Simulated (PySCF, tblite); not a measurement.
**CH15N3Si4, a small molecule taken as a stand-in for a surface group (nitrogen-backed Si): NMR shifts, core binding energies and electronic excitations**

Aim: the NMR shifts, core binding energies and electronic excitations of `C[Si](N[SiH3])(N[SiH3])N[SiH3]`.

Computed with tblite 0.8.0 and PySCF 2.14.0; each step states its level. No surroundings beyond the atoms listed, unless a continuum is named. Atoms count from 0, parts from 1.

## 1. Starting point

23 atoms, charge 0, multiplicity 1; geometry: distance geometry start.

## 2. Relaxing the cluster with GFN2-xTB

What the job is given:

```
{"job": {"kind": "relax", "xc": "GFN2-xTB", "basis": "xTB"}, "charge": 0, "multiplicity": 1}
Si    -1.871353     1.306518     1.239041
N     -0.310166     1.740315     0.399152
Si     0.237223     0.555505    -0.862296
N     -1.093904     0.298783    -2.090699
Si    -1.224232    -1.401422    -2.779030
N      0.696188    -1.020135    -0.104568
Si     1.012090    -0.967965     1.678177
C      1.731124     1.246432    -1.751372
H     -2.245091     2.403234     2.098117
H     -1.705820     0.138662     2.018161
H     -2.863012     1.108524     0.284085
H     -0.157276     2.711365     0.202720
H     -2.000117     0.757329    -1.857321
H     -1.896897    -1.330939    -4.027078
H      0.067482    -1.946067    -2.916296
H     -1.980093    -2.197127    -1.874411
H      1.281131    -1.625018    -0.644067
H      0.741582     0.342976     2.186315
H      0.150789    -1.875404     2.360661
H      2.383479    -1.301584     1.955804
H      2.284514     1.814743    -1.079083
H      2.285282     0.481570    -2.132613
H      1.397519     1.855356    -2.525804
```

With the program's defaults for keys left out, this is: GFN2-xTB geometry optimisation, gas phase.

The run is started by

```bash
$ OMP_NUM_THREADS=1 python cluster_run.py task.json out
```

The driver reads the jobs from task.json and runs them one after another.

**Question.** The jobs that follow are: PBE0-D3(BJ)/def2-SVP geometry optimisation, gas phase; GIAO PBE0/pcSseg-1 NMR shielding, non-relativistic, gas phase; delta-SCF UKS SCAN, pcX-2 on the ionised atom, pcseg-1 elsewhere, spin-free X2C; TDDFT CAM-B3LYP/def2-SVPD, vertical, gas phase, core orbitals frozen in the response. Predict: point group; rotational constants (main isotopes); $^{13}$C shifts against TMS (PBE0/pcSseg-1); $^{1}$H shifts against TMS (PBE0/pcSseg-1); $^{29}$Si shifts against TMS (PBE0/pcSseg-1); $^{15}$N shifts against NH3 (PBE0/pcSseg-1); N1s binding energies, SCAN/pcX-2; Si2p binding energies, SCAN/pcX-2 (standing for 1 of 4 atoms); C1s binding energies, SCAN/pcX-2; lowest singlet (CAM-B3LYP/def2-SVPD); brightest single state of those computed; lowest triplet; vertical ionisation energy (ΔSCF).

As calculated:

```
                                                     quantity                                                                                            value
                                                  point group                                                                                               C1
                         rotational constants (main isotopes)                                                                             1.18, 0.69, 0.55 GHz
                  $^{13}$C shifts against TMS (PBE0/pcSseg-1)                                                                                          0.9 ppm
                   $^{1}$H shifts against TMS (PBE0/pcSseg-1)  4.76, 4.74, 4.71, 4.70, 4.68, 4.64, 4.61, 4.58, 4.55, 0.47, 0.13, 0.11, 0.10, 0.10 ppm and more
                 $^{29}$Si shifts against TMS (PBE0/pcSseg-1)                                                                   -15.1, -56.0, -57.4, -59.1 ppm
                  $^{15}$N shifts against NH3 (PBE0/pcSseg-1)                                                                             26.7, 25.5, 23.1 ppm
                             N1s binding energies, SCAN/pcX-2                                                               N5 403.90, N1 403.87, N3 403.82 eV
Si2p binding energies, SCAN/pcX-2 (standing for 1 of 4 atoms)                                                                                    Si2 107.07 eV
                             C1s binding energies, SCAN/pcX-2                                                                                     C7 290.05 eV
                         lowest singlet (CAM-B3LYP/def2-SVPD)                                                                      6.38 eV (194 nm), f = 0.017
                     brightest single state of those computed                                                                      state 5, 7.49 eV, f = 0.028
                                               lowest triplet                                                                                          6.11 eV
                            vertical ionisation energy (ΔSCF)                                                                                          9.12 eV
```

In words: Relaxing lowered the energy by 0.484 eV in 31 steps; the close pair that moved most is Si2–C7, from 1.925 to 1.865 Å (PBE0/def2-SVP). The N1s levels computed lie within 0.08 eV of one another, too close to rank. The first singlet state (HOMO→LUMO 0.77) lies at 6.38 eV and is weak; of the 6 states computed, the strongest absorption comes from state 5 at 7.49 eV. The lowest triplet lies 0.27 eV below the lowest singlet (triplets in Tamm-Dancoff, singlets in full TDDFT). The orbital energy would give 8.62 eV for ionisation, ΔSCF gives 9.12 eV. A capped cluster stands for the solid here, so long-range fields and strain are missing, and bands or shifts of the capping hydrogens have no counterpart in it.
